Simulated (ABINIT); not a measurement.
# Mg3Te (I4/mmm) in ABINIT: band structure with PBEsol

Aim: the band structure of Mg3Te with PBEsol.

All numbers are computed with ABINIT 10.8.3 (patched build); they aren't measurements. Logs are shortened: lines on timing, memory, paths and dates and some standing lists are left out, and cuts for length are marked. The log counts tension as positive stress, the text compression.

## (1) The crystal as given

It takes space group I4/mmm (No. 139, tetragonal). The conventional cell has a = 4.279 Å, b = 4.279 Å, c = 10.565 Å, α = 90.00°, β = 90.00°, γ = 90.00°. Around Te (site symmetry 4/mmm) lie 12 Mg at 3.03 to 3.40 Å. Mg (site symmetry -4m2) has 8 Mg at 3.03 to 3.40 Å and 4 Te at 3.40 Å as nearest neighbours. Around Mg (site symmetry 4/mmm) lie 4 Te at 3.03 Å and 8 Mg at 3.40 Å.

The cell comes from a database or a generator and needn't be the stable form of this composition.

## (2) Band structure, PBEsol

Input file run.abi:

```
ndtset 2

pp_dirpath "./"
pseudos "Te.GGA_PBE-JTH.xml, Mg.GGA_PBE-JTH.xml"

acell 3*1.0 Angstrom
rprim
    -2.1393600000     2.1393600000     5.2824880000
     2.1393600000    -2.1393600000     5.2824880000
     2.1393600000     2.1393600000    -5.2824880000
ntypat 2
znucl 52 12
natom 4
typat 1 2 2 2
xcart
     0.0000000000     0.0000000000     0.0000000000
     4.0428044820     0.0000000000     4.9912277883
     0.0000000000     4.0428044820     4.9912277883
     0.0000000000     0.0000000000     9.9824555766

ecut 517.016339 eV
pawecutdg 38.0
pawxcdev 0

ixc -116133

occopt 3
tsmear 0.00183747

nstep 100

iomode 3
prtwf 0
prteig 0
prtebands 0
enunit 1
prtden1 1

kptopt1 1
ngkpt1 9 9 9
nshiftk1 1
shiftk1 0.0 0.0 0.0
nband1 22
tolvrs1 1.0e-9

iscf2 -2
getden2 1
nband2 28
nbdbuf2 4
tolwfr2 1.0e-11
kptopt2 -10
ndivsm2 5
prteig2 1
prtvol2 -3
kptbounds2
     0.0000000000     0.0000000000     0.0000000000
    -0.5000000000     0.5000000000     0.0000000000
    -0.5000000000     0.5000000000    -0.0820088476
    -0.2910044238     0.2910044238    -0.2910044238
     0.0000000000     0.0000000000     0.0000000000
     0.5000000000     0.5000000000    -0.5000000000
     0.2910044238     0.7089955762    -0.7089955762
     0.0000000000     0.5000000000    -0.5000000000
    -0.2500000000     0.7500000000    -0.2500000000
     0.0820088476     0.9179911524    -0.5000000000
     0.5000000000     0.5000000000    -0.5000000000
```

Potentials or basis: JTH PAW PBE v2.0.

Run with:

```bash
> mpirun --bind-to none -np 4 abinit run.abi > log 2>&1
```

run.abo:

```text
.Version 10.8.3 of ABINIT
 DATASET    1 : space group I4/m m m (#139); Bravais tI (body-center tetrag.)
================================================================================
 Values of the parameters that define the memory need for DATASET  1.
     intxc =       0    ionmov =       0      iscf =      17    lmnmax =       8
     lnmax =       4     mgfft =      48  mpssoang =       2    mqgrid =    3001
     natom =       4  nloc_mem =       2    nspden =       1   nspinor =       1
    nsppol =       1      nsym =      16    n1xccc =       1    ntypat =       2
    occopt =       3   xclevel =       2
       mpw =        2601          nfft =      110592          nkpt =          75
Pmy_natom=         1
 PAW method is used; the additional fine FFT grid is defined by:
   mgfftf=        64    nfftf =    262144
================================================================================
================================================================================

 DATASET    2 : space group I4/m m m (#139); Bravais tI (body-center tetrag.)
================================================================================
 Values of the parameters that define the memory need for DATASET  2.
     intxc =       0    ionmov =       0      iscf =      -2    lmnmax =       8
     lnmax =       4     mgfft =      48  mpssoang =       2    mqgrid =    3001
     natom =       4  nloc_mem =       2    nspden =       1   nspinor =       1
    nsppol =       1      nsym =      16    n1xccc =       1    ntypat =       2
    occopt =       3   xclevel =       2
       mpw =        2613          nfft =      110592          nkpt =         180
Pmy_natom=         1
 PAW method is used; the additional fine FFT grid is defined by:
   mgfftf=        64    nfftf =    262144
================================================================================
================================================================================

--------------------------------------------------------------------------------
------------- Echo of variables that govern the present computation ------------
--------------------------------------------------------------------------------
 -outvars: echo values of preprocessed input variables --------
            acell      1.8897261259E+00  1.8897261259E+00  1.8897261259E+00 Bohr
              amu      1.27600000E+02  2.43050000E+01
             ecut      1.90000000E+01 Hartree
           enunit           1
           getden1          0
           getden2          1
             iscf1         17
             iscf2         -2
              ixc     -116133
           jdtset        1    2
           kptopt1          1
           kptopt2        -10
         kptrlatt        9    0    0      0    9    0      0    0    9
          kptrlen1     7.27704807E+01
          kptrlen2     3.00000000E+01
            natom           4
            nband1         22
            nband2         28
           nbdbuf1          0
           nbdbuf2          4
           ndtset           2
           ndivsm1          0
           ndivsm2          5
            ngfft          48      48      48
          ngfftdg          64      64      64
             nkpt1         75
             nkpt2        180
            nstep         100
             nsym          16
           ntypat           2
           occopt           3
        pawecutdg      3.80000000E+01 Hartree
         pawxcdev           0
        prtebands           0
           prteig1          0
           prteig2          1
           prtvol1          0
           prtvol2         -3
            prtwf           0
            rprim     -2.1393600000E+00  2.1393600000E+00  5.2824880000E+00
                       2.1393600000E+00 -2.1393600000E+00  5.2824880000E+00
                       2.1393600000E+00  2.1393600000E+00 -5.2824880000E+00
           shiftk1     0.00000000E+00  0.00000000E+00  0.00000000E+00
           shiftk2     5.00000000E-01  5.00000000E-01  5.00000000E-01
          spgroup         139
           tolvrs1     1.00000000E-09
           tolvrs2     0.00000000E+00
           tolwfr1     0.00000000E+00
           tolwfr2     1.00000000E-11
           tsmear      1.83747000E-03 Hartree
            typat      1  2  2  2
           useylm           1
           xangst      0.0000000000E+00  0.0000000000E+00  0.0000000000E+00
                       2.1393600000E+00  2.5147836951E-18  2.6412440000E+00
                       2.5147836951E-18  2.1393600000E+00  2.6412440000E+00
[... 255 lines left out ...]
         ecut(hartree)=     38.000   => boxcut(ratio)=   2.00489
--------------------------------------------------------------------------------

================================================================================
 Non-SCF case, kpt    1 (  0.00000  0.00000  0.00000), residuals and eigenvalues=
  5.50E-12  4.54E-12  4.57E-12  4.98E-12  7.53E-12  5.77E-12  7.30E-12  4.94E-12
  5.39E-12  6.14E-12  3.62E-12  3.34E-12  8.45E-12  7.53E-12  2.90E-12  4.63E-12
  4.40E-12  4.70E-12  8.82E-12  2.60E-12  4.90E-12  8.98E-12  5.60E-12  4.15E-12
  6.65E-12  2.84E-12  3.78E-12  2.28E-07
 -2.7617E+00 -2.7515E+00 -2.7514E+00 -1.5473E+00 -1.5473E+00 -1.5459E+00
 -1.5372E+00 -1.5370E+00 -1.5369E+00 -1.5369E+00 -1.5359E+00 -1.5359E+00
 -4.1014E-01 -1.1733E-01 -1.1310E-01 -5.5388E-02 -5.5388E-02  5.0199E-02
  8.6402E-02  9.8544E-02  9.8544E-02  1.0465E-01  1.7457E-01  2.8127E-01
  2.8127E-01  2.8959E-01  3.1959E-01  3.8673E-01
 Non-SCF case, kpt    2 ( -0.01667  0.01667  0.00000), residuals and eigenvalues=
[... 1775 lines left out ...]
 -1.5372E+00 -1.5370E+00 -1.5369E+00 -1.5369E+00 -1.5359E+00 -1.5359E+00
 -4.0561E-01 -1.9508E-01 -6.4049E-02 -6.3151E-02 -1.2134E-02  5.6931E-02
  8.1996E-02  1.5593E-01  1.6027E-01  1.6794E-01  2.2104E-01  2.2318E-01
  2.3515E-01  2.4170E-01  2.6177E-01  3.0970E-01
 Non-SCF case, kpt  180 (  0.50000  0.50000 -0.50000), residuals and eigenvalues=
  3.11E-12  4.39E-12  4.99E-12  2.39E-12  8.46E-12  6.71E-12  8.75E-12  2.92E-12
  6.11E-12  4.54E-12  2.85E-12  5.15E-12  2.20E-12  5.29E-12  1.70E-12  6.36E-12
  8.64E-12  2.55E-12  3.20E-12  2.75E-12  2.34E-12  6.78E-12  2.39E-12  4.75E-12
  4.05E-12  9.10E-12  5.08E-12  3.26E-05
 -2.7617E+00 -2.7515E+00 -2.7514E+00 -1.5473E+00 -1.5473E+00 -1.5459E+00
 -1.5372E+00 -1.5370E+00 -1.5369E+00 -1.5369E+00 -1.5359E+00 -1.5359E+00
 -4.0569E-01 -1.9524E-01 -6.2663E-02 -6.2663E-02 -1.3809E-02  5.7092E-02
  8.1292E-02  1.6052E-01  1.6052E-01  1.6397E-01  2.2550E-01  2.2550E-01
  2.3009E-01  2.4074E-01  2.5913E-01  3.2120E-01

--- !ResultsGS
iteration_state: {dtset: 2, }
comment   : Summary of ground state results
lattice_vectors:
- [ -4.0428045,   4.0428045,   9.9824556, ]
- [  4.0428045,  -4.0428045,   9.9824556, ]
- [  4.0428045,   4.0428045,  -9.9824556, ]
lattice_lengths: [  11.50382,   11.50382,   11.50382, ]
lattice_angles: [138.850, 138.850,  59.603, ] # degrees, (23, 13, 12)
lattice_volume:   6.5262372E+02
convergence: {deltae:  0.000E+00, res2:  0.000E+00, residm:  1.000E-11, diffor:  0.000E+00, }
etotal    :  -1.98681723E+02
entropy   :   0.00000000E+00
fermie    :   4.15888513E-02
cartesian_stress_tensor: null
pressure_GPa: null
xred      :
- [  0.0000E+00,   0.0000E+00,   0.0000E+00, Te]
- [  2.5000E-01,   7.5000E-01,   5.0000E-01, Mg]
- [  7.5000E-01,   2.5000E-01,   5.0000E-01, Mg]
- [  5.0000E-01,   5.0000E-01,   0.0000E+00, Mg]
cartesian_forces: null
force_length_stats: {min: null, max: null, mean: null, }
...

 Integrated electronic density in atomic spheres:
 ------------------------------------------------
 Atom  Sphere_radius  Integrated_density
    1        2.31107          3.13080003
    2        1.90158          8.20790456
    3        1.90158          8.20790456
    4        1.90158          8.19356024

================================================================================

 ----iterations are completed or convergence reached----

 Mean square residual over all n,k,spin=   56.679E-13; max=  99.998E-13
 reduced coordinates (array xred) for    4 atoms
       0.000000000000      0.000000000000      0.000000000000
       0.250000000000      0.750000000000      0.500000000000
       0.750000000000      0.250000000000      0.500000000000
       0.500000000000      0.500000000000      0.000000000000

 cartesian coordinates (angstrom) at end:
    1      0.00000000000000     0.00000000000000     0.00000000000000
    2      2.13936000000000     0.00000000000000     2.64124400000000
    3      0.00000000000000     2.13936000000000     2.64124400000000
    4      0.00000000000000     0.00000000000000     5.28248800000000
 length scales=  1.889726125908  1.889726125908  1.889726125908 bohr
              =  1.000000000000  1.000000000000  1.000000000000 angstroms
 Eigenvalues (   eV  ) for nkpt= 180  k points:
 kpt#   1, nband= 28, wtk=  1.00000, kpt=  0.0000  0.0000  0.0000 (reduced coord)
 -75.14955  -74.87319  -74.86901  -42.10431  -42.10431  -42.06521  -41.82928  -41.82385
 -41.82139  -41.82139  -41.79443  -41.79443  -11.16056   -3.19276   -3.07768   -1.50718
  -1.50718    1.36597    2.35111    2.68151    2.68151    2.84762    4.75035    7.65377
   7.65377    7.88008    8.69643   10.52349
 kpt#   2, nband= 28, wtk=  1.00000, kpt= -0.0167  0.0167  0.0000 (reduced coord)
 -75.14955  -74.87318  -74.86901  -42.10431  -42.10431  -42.06521  -41.82927  -41.82386
 -41.82140  -41.82131  -41.79452  -41.79443  -11.15831   -3.19718   -3.07496   -1.51860
  -1.51178    1.38795    2.23072    2.65276    2.81044    2.86649    4.78649    7.39485
   7.65821    8.10225    8.68379   10.56532
 kpt#   3, nband= 28, wtk=  1.00000, kpt= -0.0333  0.0333  0.0000 (reduced coord)
 -75.14955  -74.87317  -74.86903  -42.10431  -42.10423  -42.06523  -41.82931  -41.82388
 -41.82142  -41.82098  -41.79470  -41.79441  -11.15158   -3.21056   -3.06681   -1.55221
  -1.52438    1.45271    2.02964    2.57203    2.92242    3.03708    4.88937    7.02583
   7.67151    8.36124    8.64654   10.68537
 kpt#   4, nband= 28, wtk=  1.00000, kpt= -0.0500  0.0500  0.0000 (reduced coord)
 -75.14955  -74.87314  -74.86906  -42.10431  -42.10427  -42.06524  -41.82931  -41.82389
[... 869 lines left out ...]
 -75.14955  -74.87317  -74.86903  -42.10435  -42.10428  -42.06511  -41.82943  -41.82407
 -41.82131  -41.82106  -41.79482  -41.79443  -11.03116   -5.29552   -1.84309   -1.75732
  -0.20635    1.53610    2.28751    4.06658    4.34120    4.69679    5.86376    5.92212
   6.59860    6.65355    7.29981    8.07281
 kpt# 179, nband= 28, wtk=  1.00000, kpt=  0.4833  0.5167 -0.5000 (reduced coord)
 -75.14955  -74.87318  -74.86901  -42.10423  -42.10423  -42.06508  -41.82940  -41.82403
 -41.82126  -41.82117  -41.79447  -41.79438  -11.03725   -5.30844   -1.74286   -1.71841
  -0.33017    1.54917    2.23123    4.24295    4.36108    4.56991    6.01484    6.07310
   6.39873    6.57704    7.12302    8.42725
 kpt# 180, nband= 28, wtk=  1.00000, kpt=  0.5000  0.5000 -0.5000 (reduced coord)
 -75.14955  -74.87319  -74.86900  -42.10425  -42.10425  -42.06513  -41.82951  -41.82402
 -41.82126  -41.82126  -41.79442  -41.79442  -11.03928   -5.31275   -1.70515   -1.70515
  -0.37578    1.55354    2.21206    4.36793    4.36793    4.46196    6.13629    6.13629
   6.26095    6.55086    7.05122    8.74025

== END DATASET(S) ==============================================================
================================================================================

 -outvars: echo values of variables after computation  --------
            acell      1.8897261259E+00  1.8897261259E+00  1.8897261259E+00 Bohr
           etotal1    -1.9868172285E+02
            fcart1     1.4146718162E-30  4.8293968897E-30 -3.8722120056E-30
                      -1.9024896838E-30  6.5855412132E-30  5.6107561714E-30
                      -1.4634536029E-31 -1.5463826404E-29  2.4497667791E-30
                       6.3416322794E-31  4.0488883015E-30 -4.1883109449E-30
            rprim     -2.1393600000E+00  2.1393600000E+00  5.2824880000E+00
                       2.1393600000E+00 -2.1393600000E+00  5.2824880000E+00
                       2.1393600000E+00  2.1393600000E+00 -5.2824880000E+00
           strten1     4.1681282090E-05  4.1681282090E-05  5.2112897700E-05
                       0.0000000000E+00  0.0000000000E+00  0.0000000000E+00
           xangst      0.0000000000E+00  0.0000000000E+00  0.0000000000E+00
                       2.1393600000E+00  2.5147836951E-18  2.6412440000E+00
                       2.5147836951E-18  2.1393600000E+00  2.6412440000E+00
                       0.0000000000E+00  0.0000000000E+00  5.2824880000E+00
             xred      0.0000000000E+00  0.0000000000E+00  0.0000000000E+00
                       2.5000000000E-01  7.5000000000E-01  5.0000000000E-01
                       7.5000000000E-01  2.5000000000E-01  5.0000000000E-01
                       5.0000000000E-01  5.0000000000E-01  0.0000000000E+00
 Calculation completed.
```

Wall time 83 s (4 MPI ranks of AMD EPYC 9R45 (Zen 5), shared host); peak memory 0.76 GiB.

What came out:

| Property | Result |
| --- | --- |
| Free energy | -5406.4051 eV |
| Pressure | -1.3 GPa |
| Band gap on the k mesh | none (metal or under the smearing width) |
| Valence electrons inside the program's atomic spheres | Te 3.13; Mg 8.21, 8.19 |

Levels at the corners of the path, in eV from the Fermi level:
```
point  band 16  band 17  band 18  band 19  band 20  band 21
    Γ    -2.64    -2.64     0.23     1.22     1.55     1.55
    X    -3.60    -2.59    -1.56    -0.13     0.96     1.08
    Y    -4.04    -2.20    -1.24     0.25     1.05     1.22
    S    -2.27    -1.26    -0.97     0.86     2.48     3.45
    Γ    -2.64    -2.64     0.23     1.22     1.55     1.55
    Z    -2.84    -1.51     0.42     1.08     3.24     3.24
   S1    -2.27    -1.26    -0.97     0.86     2.48     3.45
    N    -3.08    -2.20     0.21     0.92     2.27     2.55
    P    -3.71    -2.06    -1.22    -0.74    -0.74     2.78
   Y1    -4.04    -2.20    -1.24     0.25     1.05     1.22
    Z    -2.84    -1.51     0.42     1.08     3.24     3.24
```

Caveat: the PAW data sets were made with another functional, which shifts forces and pressure a little; spin-orbit coupling is left out, which moves the levels of the heavy elements.
